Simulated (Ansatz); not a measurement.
# WSe2: the cost of one run

Code: Ansatz 0.2.0. PAW datasets, plane waves. No spin polarisation and no zero-point or thermal motion.

### 1 The system as given

The unstrained cell was relaxed with r2SCAN+rVV10; in each strained cell the atoms were relaxed again with r2SCAN+rVV10. Names of k-points are those of the unstrained zone, where strain can split equivalent points. First state: +1.6 % strain along y alone.

It is orthorhombic, Cmcm (No. 63); a = 3.300 Å, b = 5.808 Å, c = 13.149 Å in the conventional setting, 21.00 Å³ an atom. W has 6 Se at 2.53–2.54 Å; Se has 3 W at 2.53–2.54 Å.

Coordinates:

```cif
data_structure
_symmetry_space_group_name_H-M 'P 1'
_symmetry_Int_Tables_number 1
_cell_length_a 3.2997
_cell_length_b 3.3398
_cell_length_c 13.1485
_cell_angle_alpha 90.000
_cell_angle_beta 90.000
_cell_angle_gamma 119.603
_cell_volume 125.99
loop_
_atom_site_label
_atom_site_type_symbol
_atom_site_fract_x
_atom_site_fract_y
_atom_site_fract_z
_atom_site_occupancy
W1 W 0.66745 0.33490 0.75000 1
W2 W 0.33255 0.66510 0.25000 1
Se1 Se 0.33507 0.67015 0.87596 1
Se2 Se 0.66493 0.32985 0.37596 1
Se3 Se 0.33507 0.67015 0.62404 1
Se4 Se 0.66493 0.32985 0.12404 1
```

From earlier runs on the unstrained cell: PBE 1.02 eV, r2SCAN 1.14 eV, HSE06 1.50 eV; a = 3.300 Å, c = 13.149 Å.

### 2 +1.6 % strain along y alone: PBE

Contents of input.yaml:

```yaml
crystal:
  lattice:
    - [3.2996683542, 0.0, 0.0]
    - [-1.6498341771, 2.903889684, 0.0]
    - [0.0, 0.0, 13.1485345237]
  atoms:
    - { symbol: W, position: [0.6674493705, 0.3348987411, 0.75] }
    - { symbol: W, position: [0.3325506295, 0.6651012589, 0.25] }
    - { symbol: Se, position: [0.3350730546, 0.6701461093, 0.8759590113] }
    - { symbol: Se, position: [0.6649269454, 0.3298538907, 0.3759590113] }
    - { symbol: Se, position: [0.3350730546, 0.6701461093, 0.6240409887] }
    - { symbol: Se, position: [0.6649269454, 0.3298538907, 0.1240409887] }
kpoints:
  mp_grid: { grid: [12, 12, 2] }
  band_path:
    path:
      - [0.0, 0.0, 0.0]
      - [0.5, 0.0, 0.0]
      - [0.3333333333, 0.3333333333, 0.0]
      - [0.0, 0.0, 0.5]
      - [0.5, 0.0, 0.5]
      - [0.3333333333, 0.3333333333, 0.5]
      - [0.359375, -0.179687, 0.0]
    npoints: 1
hamiltonian:
  xc: pbe
scf:
  occupations: { method: fermi_dirac, width: 0.02 }
  n_extra_bands: 5
output:
  forces: true
  stress: true
  eigenvalues: true
```

On the command line:

```console
$ ansatz run input.yaml --threads 4 --pin off --max-ram 5529MiB --backend cpu --events-out ev --progress --plain --runs-dir out
```

Q: Estimate wall time and peak memory on 4 threads of Arm Neoverse V2, shared host.

About 8.1 s, with a peak of 0.71 GiB.
